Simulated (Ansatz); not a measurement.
# GeH₆OSSi: one species, many methods

The task here is to estimate one member of a computed series from the others.

Computed with Ansatz 0.2.0, Gaussian basis. Level: functionals in def2-TZVPP, the program's frozen cores in correlated methods.

Levels to be run: PBE-D4, r2SCAN-D4, PBE0-D4, B3LYP-D4, ωB97X-V, ωB97M-V, B2PLYP; CCSD(T)/def2-TZVPP; MP2/def2-QZVPP; extrapolation to the limit.

## Structure used throughout

The geometry comes from an earlier relaxation with PBE0-D4 in a triple-zeta def2 set; it is a stationary point, not always the lowest conformer.

SMILES `O[SiH2][S][GeH3]`, 10 atoms, charge 0, spin multiplicity 1.

Atoms are counted from 1 here; the program's logs count them from 0.

Bond lengths: O1–Si2 1.641 Å, O1–H5 0.958 Å, Si2–S3 2.132 Å, Si2–H6 1.488 Å, Si2–H7 1.477 Å, S3–Ge4 2.227 Å, Ge4–H8 1.533 Å, Ge4–H9 1.535 Å, Ge4–H10 1.539 Å. Angles: Si2–O1–H5 117.8°, O1–Si2–S3 113.3°, O1–Si2–H6 111.0°, O1–Si2–H7 105.3°, S3–Si2–H6 107.5°, S3–Si2–H7 108.3°, H6–Si2–H7 111.4°, Si2–S3–Ge4 98.1°, S3–Ge4–H8 105.9°, S3–Ge4–H9 110.1°, S3–Ge4–H10 109.6°, H8–Ge4–H9 111.0°, H8–Ge4–H10 110.4°, H9–Ge4–H10 109.8°.

Coordinates:

```
O    -0.7765    1.4783   -1.7631
Si    0.3110    1.3600   -0.5396
S     1.3537   -0.4992   -0.5140
Ge    0.0610   -1.5628    0.9548
H    -1.4007    0.7601   -1.8780
H    -0.3548    1.5175    0.7824
H     1.2909    2.4386   -0.7824
H     0.4698   -3.0390    0.8830
H     0.2870   -0.9964    2.3632
H    -1.4162   -1.3964    0.5570
```

Set-up of the first run:

Contents of in.yaml:

```yaml
crystal:
  periodic: [false, false, false]
  atoms:
    - {symbol: O, position_ang: [-0.776492, 1.478300, -1.763093]}
    - {symbol: Si, position_ang: [0.311006, 1.360048, -0.539573]}
    - {symbol: S, position_ang: [1.353714, -0.499200, -0.513977]}
    - {symbol: Ge, position_ang: [0.060992, -1.562831, 0.954801]}
    - {symbol: H, position_ang: [-1.400727, 0.760101, -1.878022]}
    - {symbol: H, position_ang: [-0.354794, 1.517459, 0.782381]}
    - {symbol: H, position_ang: [1.290869, 2.438588, -0.782372]}
    - {symbol: H, position_ang: [0.469759, -3.038960, 0.882960]}
    - {symbol: H, position_ang: [0.286958, -0.996394, 2.363157]}
    - {symbol: H, position_ang: [-1.416183, -1.396411, 0.557037]}
basis:
  gaussian: {orbitals: def2-TZVPP}
hamiltonian: {xc: pbe, dispersion: d4}
output: {forces: true, orbitals: {seedname: orbitals}}
```

Started as:

```console
$ ansatz run in.yaml --threads 4 --pin off --events-out ev --progress --plain --max-ram 10444MiB
```

Among the steps run: PBE-D4 (GGA); r2SCAN-D4 (meta-GGA); PBE0-D4 (hybrid); B3LYP-D4 (hybrid); ωB97X-V (range-separated); ωB97M-V (range-separated); B2PLYP (double hybrid); CCSD(T) in def2-TZVPP; MP2 in def2-QZVPP.

One table of the session follows, with a row left open; its other results are not shown here.

It belongs to the step «Atomisation energies». 

```
            method  atomisation energy (kJ/mol)
            PBE-D4                       3091.5
         r2SCAN-D4                       3110.5
           PBE0-D4                            ?
          B3LYP-D4                       3080.0
           ωB97X-V                       3129.3
           ωB97M-V                       3105.8
            B2PLYP                       3050.5
     HF/def2-TZVPP                       2246.6
    MP2/def2-TZVPP                       3055.3
   CCSD/def2-TZVPP                       2995.5
CCSD(T)/def2-TZVPP                       3037.9
           MP2/CBS                       3141.0
       CCSD(T)/CBS                       3123.6
```

Estimate the missing values for PBE0-D4.

As computed: atomisation energy (kJ/mol): 3060.8. In the column «atomisation energy (kJ/mol)» it lies between MP2/def2-TZVPP (3055.3) and B3LYP-D4 (3080.0).

Caveats from the session: Free atoms (1 O, 1 Si, 1 S, 1 Ge, 6 H) were run apart at each level; the atomisation energy is their sum less the molecule, without zero-point or spin-orbit terms.
